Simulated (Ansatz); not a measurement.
# SrCrF6: the cost of one run

Program: Ansatz 0.2.0. Level of theory: DFT LDA+U (U_eff = 7 eV on Cr d), plane waves, PAW. These are calculated values, not measurements.

**1. Starting point**

It takes space group R-3m (No. 166, trigonal). Conventional cell: a = 7.109 Å, b = 7.109 Å, c = 6.863 Å, α = 90.00°, β = 90.00°, γ = 120.00°. Sr (site symmetry -3m) has 12 F at 2.57 to 2.92 Å as nearest neighbours. Cr (site symmetry -3m) is surrounded by 6 F at 1.81 Å. F (site symmetry m) is surrounded by 1 Cr at 1.81 Å and 1 Sr at 2.57 Å.

Structure file:

```cif
data_structure
_symmetry_space_group_name_H-M 'P 1'
_symmetry_Int_Tables_number 1
_cell_length_a 4.6989
_cell_length_b 4.6989
_cell_length_c 4.6989
_cell_angle_alpha 98.306
_cell_angle_beta 98.306
_cell_angle_gamma 98.306
_cell_volume 100.12
loop_
_atom_site_label
_atom_site_type_symbol
_atom_site_fract_x
_atom_site_fract_y
_atom_site_fract_z
_atom_site_occupancy
Sr1 Sr 0.50000 0.50000 0.50000 1
Cr1 Cr 0.00000 0.00000 0.00000 1
F1 F 0.26300 0.88800 0.26300 1
F2 F 0.26300 0.26300 0.88800 1
F3 F 0.88800 0.26300 0.26300 1
F4 F 0.73700 0.11200 0.73700 1
F5 F 0.11200 0.73700 0.73700 1
F6 F 0.73700 0.73700 0.11200 1
```

Magnetic order typed: ferromagnetic.

An earlier series on this cell reached its lowest free state from «natural orbitals of the symmetric run, filled by rank», perhaps among other starts.

**2. Random orbitals: single harmonics, second filling**

Input file input.yaml:

```yaml
crystal:
  lattice:
    - [3.55449901, 2.05219096, 2.28767]
    - [-3.55449901, 2.05219096, 2.28767]
    - [0.0, -4.10438192, 2.28767]
  atoms:
    - { symbol: Sr, position: [0.5, 0.5, 0.5] }
    - { symbol: Cr, position: [0.0, 0.0, 0.0], spin: 0.3 }
    - { symbol: F, position: [0.263, 0.888, 0.263] }
    - { symbol: F, position: [0.263, 0.263, 0.888] }
    - { symbol: F, position: [0.888, 0.263, 0.263] }
    - { symbol: F, position: [0.737, 0.112, 0.737] }
    - { symbol: F, position: [0.112, 0.737, 0.737] }
    - { symbol: F, position: [0.737, 0.737, 0.112] }
basis:
  ecutwfc: 420
  ecutrho_ratio: 4
kpoints:
  mp_grid: { grid: [4, 4, 4] }
hamiltonian:
  xc: lda
  hubbard:
    sites:
      - { site: 1, l: d, u_eff: 7.0, starting_ns: [{ spin: up, occupation_matrix: s1up }, { spin: down, occupation_matrix: s1down }] }
    occupation_matrices:
      s1up:
        matrix:
          - [0.02, 0.0, 0.0, 0.0, 0.0]
          - [0.0, 0.97, 0.0, 0.0, 0.0]
          - [0.0, 0.0, 0.02, 0.0, 0.0]
          - [0.0, 0.0, 0.0, 0.02, 0.0]
          - [0.0, 0.0, 0.0, 0.0, 0.02]
      s1down:
        matrix:
          - [0.97, 0.0, 0.0, 0.0, 0.0]
          - [0.0, 0.02, 0.0, 0.0, 0.0]
          - [0.0, 0.0, 0.02, 0.0, 0.0]
          - [0.0, 0.0, 0.0, 0.02, 0.0]
          - [0.0, 0.0, 0.0, 0.0, 0.02]
    ns_hold: { iters: 12 }
scf:
  occupations: { method: gaussian, width: 0.05 }
  lower_state_search: "off"
  max_iter: 150
output:
  forces: true
  stress: true
  eigenvalues: true
  populations: true
  hubbard: { sites: [{ site: 1, l: d }] }
magnetization:
  spin_polarized: true
```

The typed matrices put 0.97 on the chosen orbitals and 0.02 on the others, and are held for 12 cycles.

The run is started by

```
> ansatz run input.yaml --threads 4 --pin off --max-ram 6144MiB --backend cpu --events-out ev --progress --plain --runs-dir out
```

What time and memory should one allow on 4 threads of Arm Neoverse V2, shared host?

About 15 s, with a peak of 0.56 GiB.
